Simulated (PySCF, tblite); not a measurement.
# C3H12N2OSi: geometry, infrared bands and NMR shifts

Aim: predict the infrared bands and NMR shifts of C3H12N2OSi (`CCN[Si@@](C)(N)O`).

The runs use tblite 0.8.0 and PySCF 2.14.0, with density-fitted response routines of our own; the level of theory stands in each step. All values are computed, except where a source is named. Atoms are numbered from 0 throughout.

## 1. The starting structure

19 atoms, charge 0, multiplicity 1; geometry from: force field or distance geometry start.

Bonds of the start (Å): C0–C1 1.50, C1–N2 1.41, N2–Si3 1.78, Si3–C4 1.89, Si3–N5 1.74, Si3–O6 1.73, C0–H7 1.11, C0–H8 1.11, C0–H9 1.12, C1–H10 1.13, C1–H11 1.13, N2–H12 1.04, C4–H13 1.13, C4–H14 1.09, C4–H15 1.12, N5–H16 1.02, N5–H17 1.01, O6–H18 0.99.

## 2. Optimising the geometry with GFN2-xTB

What the job is given:

```
{"job": {"kind": "relax", "xc": "GFN2-xTB", "basis": "xTB"}, "charge": 0, "multiplicity": 1}
C      2.142800     0.365800     0.165500
C      1.433100    -0.953100     0.066200
N      0.250900    -0.962500    -0.702100
Si    -1.042700     0.131200    -0.162400
C     -1.607100    -0.469500     1.535200
N     -0.573100     1.809900    -0.178600
O     -2.337800    -0.036500    -1.299900
H      1.545500     1.135700     0.703200
H      2.521800     0.705400    -0.823900
H      3.054600     0.224600     0.798300
H      2.163600    -1.656500    -0.433700
H      1.264200    -1.351800     1.110100
H      0.407700    -0.821600    -1.719000
H     -1.899500    -1.555100     1.491400
H     -0.848900    -0.339700     2.308300
H     -2.540400     0.051600     1.876800
H     -0.102600     2.179400    -1.000600
H     -1.026300     2.448100     0.466300
H     -2.815600    -0.896000    -1.178100
```

Run with:

```
OMP_NUM_THREADS=1 python probes_run.py task.json out
```

The driver reads the jobs from task.json and runs them one after another.

**Question.** This job is followed by: GFN2-xTB harmonic vibrations, gas phase; GIAO PBE0/pcSseg-1 NMR shielding, non-relativistic, gas phase. What will the session give for the following? strongest single infrared mode (GFN2-xTB); zero-point energy (GFN2-xTB); ¹³C shifts against TMS (PBE0/pcSseg-1); ¹H shifts against TMS (PBE0/pcSseg-1, means over atoms taken as alike); ¹⁵N shifts against NH3 (PBE0/pcSseg-1); ²⁹Si shifts against TMS (PBE0/pcSseg-1); ¹⁷O shifts against H2O (PBE0/pcSseg-1).

**Answer**, as computed:

```
                                                              quantity                                          value
                             strongest single infrared mode (GFN2-xTB)                           867 cm⁻¹, 343 km/mol
                                          zero-point energy (GFN2-xTB)                                  99.5 kcal/mol
                                ¹³C shifts against TMS (PBE0/pcSseg-1)                           40.9, 23.0, -3.7 ppm
¹H shifts against TMS (PBE0/pcSseg-1, means over atoms taken as alike)  2.95, 2.66, 1.48, 1.18, 0.64, 0.39, -0.03 ppm
                                ¹⁵N shifts against NH3 (PBE0/pcSseg-1)                                 56.8, 36.8 ppm
                               ²⁹Si shifts against TMS (PBE0/pcSseg-1)                                      -21.2 ppm
                                ¹⁷O shifts against H2O (PBE0/pcSseg-1)                                       59.2 ppm
```

In words: Over 85 steps the energy fell by 0.588 eV; of the close pairs, Si3–O6 changed most, 1.732 to 1.644 Å. All 51 modes are real, so the xTB geometry is a minimum. The strongest single mode, at 867 cm⁻¹, is carried by Si3, O6, H16. GFN2-xTB is a fitted tight-binding method: band positions and strengths are rough. Its intensities can rank the bands wrongly. At PBE0/pcSseg-1: Shielding is most anisotropic at N5 (span 56 ppm, paramagnetic term -88 ppm).
